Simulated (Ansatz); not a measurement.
**CH6BGaTe: up Jacob's ladder to CCSD(T)**

One table from this session's results is given with a row withheld; the runs are named, their logs left out.

Method: functionals in def2-TZVPP, the program's frozen cores in correlated methods; program: Ansatz 0.2.0, Gaussian basis.

Plan: LDA (SPW92), PBE-D4, revPBE-D4, BLYP-D4, r2SCAN-D4, B97M-V, PBE0-D4, B3LYP-D4, r2SCANh-D4, r2SCAN0-D4, HSE06-D4, BHLYP-D4, CAM-B3LYP-D4, LC-ωPBE, ωB97X-V, ωB97M-V, B2PLYP, PBE-QIDH; CCSD(T)/def2-SVP; CCSD(T)/def2-TZVPP; MP2/def2-QZVPP; extrapolation to the limit; RPA on PBE.

## The relaxed structure

An earlier PBE0-D4 in a triple-zeta def2 set relaxation fixed the geometry. Te takes the def2 core potential; no spin-orbit term is included.

10 atoms, charge 0, spin multiplicity 1.

Atoms are counted from 1 here; the program's logs count them from 0.

Bond lengths: C1–B2 1.568 Å, C1–H5 1.097 Å, C1–H6 1.097 Å, C1–H7 1.092 Å, B2–Ga3 2.087 Å, B2–Te4 2.125 Å, Ga3–H8 1.577 Å, Ga3–H9 1.577 Å, Te4–H10 1.665 Å. Angles: B2–C1–H5 109.8°, B2–C1–H6 109.8°, B2–C1–H7 115.3°, H5–C1–H6 105.2°, H5–C1–H7 108.1°, H6–C1–H7 108.1°, C1–B2–Ga3 122.5°, C1–B2–Te4 121.0°, Ga3–B2–Te4 116.6°, B2–Ga3–H8 122.0°, B2–Ga3–H9 122.3°, H8–Ga3–H9 115.7°, B2–Te4–H10 96.7°.

Set-up of the first run:

The input, in.yaml:

```yaml
crystal:
  periodic: [false, false, false]
  atoms:
    - {symbol: C, position_ang: [-0.185287, 1.335095, -0.045914]}
    - {symbol: B, position_ang: [0.045111, -0.202964, -0.244336]}
    - {symbol: Ga, position_ang: [0.146786, -1.537134, 1.357706]}
    - {symbol: Te, position_ang: [0.265376, -1.033602, -2.187900]}
    - {symbol: H, position_ang: [0.603838, 1.750015, 0.593160]}
    - {symbol: H, position_ang: [-1.119010, 1.503270, 0.504561]}
    - {symbol: H, position_ang: [-0.222238, 1.923355, -0.965352]}
    - {symbol: H, position_ang: [-1.139360, -2.235858, 1.945964]}
    - {symbol: H, position_ang: [1.507299, -1.895449, 2.070782]}
    - {symbol: H, position_ang: [0.097496, 0.393283, -3.028670]}
basis:
  gaussian: {orbitals: def2-TZVPP}
hamiltonian: {xc: lda}
output: {orbitals: {seedname: orbitals}}
```

Command:

```sh
> ansatz run in.yaml --threads 4 --pin off --events-out ev --progress --plain --max-ram 10444MiB
```

Among the steps run: LDA; PBE-D4 (GGA); revPBE-D4 (GGA); BLYP-D4 (GGA); r2SCAN-D4 (meta-GGA); B97M-V (meta-GGA); B3LYP-D4 (hybrid); r2SCANh-D4 (hybrid); r2SCAN0-D4 (hybrid); HSE06-D4 (hybrid); BHLYP-D4 (hybrid); CAM-B3LYP-D4 (range-separated); LC-ωPBE (range-separated); ωB97X-V (range-separated); ωB97M-V (range-separated); B2PLYP (double hybrid); PBE-QIDH (double hybrid).

One table of the session follows, with a row left open; its other results are not shown here.

It belongs to the step «Frontier levels by functional». 

```
  functional  HOMO (eV)  LUMO (eV)  gap (eV)
 LDA (SPW92)      -6.16      -2.86      3.31
      PBE-D4      -6.02      -2.59      3.43
   revPBE-D4      -5.96      -2.46      3.51
     BLYP-D4      -5.84      -2.52      3.32
   r2SCAN-D4      -6.24      -2.35      3.89
      B97M-V      -6.20      -2.55      3.64
     PBE0-D4      -6.98      -1.81      5.16
    B3LYP-D4      -6.76      -2.07      4.69
  r2SCANh-D4      -6.60      -2.08      4.52
  r2SCAN0-D4      -7.13      -1.69      5.44
    HSE06-D4      -6.59      -2.18      4.41
    BHLYP-D4      -7.77      -1.08      6.68
CAM-B3LYP-D4          ?          ?         ?
     LC-ωPBE      -9.40       0.25      9.64
     ωB97X-V      -9.10       0.07      9.17
     ωB97M-V      -9.01      -0.16      8.85
```

Estimate the missing values for CAM-B3LYP-D4.

As computed: HOMO (eV): -8.14; LUMO (eV): -0.93; gap (eV): 7.21. In the column «HOMO (eV)» it lies between ωB97M-V (-9.01) and BHLYP-D4 (-7.77).
